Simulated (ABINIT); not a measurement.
Crystal: TaAs.

```
CELL_PARAMETERS angstrom
-1.72181 1.72181 5.86794
1.72181 -1.72181 5.86794
1.72181 1.72181 -5.86794
ATOMIC_POSITIONS crystal
Ta 0.49997 0.49997 0.00000
Ta 0.24997 0.74997 0.50000
As 0.08263 0.08263 0.00000
As 0.83263 0.33263 0.50000
```

The cell is a database's computed one.

Base run:

| Property | Result |
| --- | --- |
| Program | ABINIT 10.8.3 (patched build) |
| Functional | PBE |
| Potentials or basis | JTH PAW PBE v2.0 |
| Cutoff | 517 eV |
| k mesh | 7 × 7 × 7 |
| Occupations | fermi-dirac, width 0.05 eV |
| Spin | no spin polarisation |

Its results: band gap on the k mesh 0.06 eV, direct; pressure 2.1 GPa; largest force 0.029 eV/Å.

After a change of settings the same cell gave: band gap on the k mesh 0.07 eV, direct; pressure -3.7 GPa; largest force 0.026 eV/Å. Which change was it?
A. k mesh from 7 × 7 × 7 to 9 × 9 × 9
B. k mesh from 7 × 7 × 7 to 4 × 4 × 4
C. functional from PBE to PBEsol
D. k mesh from 7 × 7 × 7 to 11 × 11 × 11

C.

PBEsol binds more tightly than PBE, so the same cell stands under less pressure.

Caveats: spin-orbit coupling is left out, which moves the levels of the heavy elements; an odd mesh through Γ misses points on the zone boundary, where band edges often lie; the PAW data sets were made with another functional, which shifts forces and pressure a little (some runs).

Not every run made on this cell is shown here.
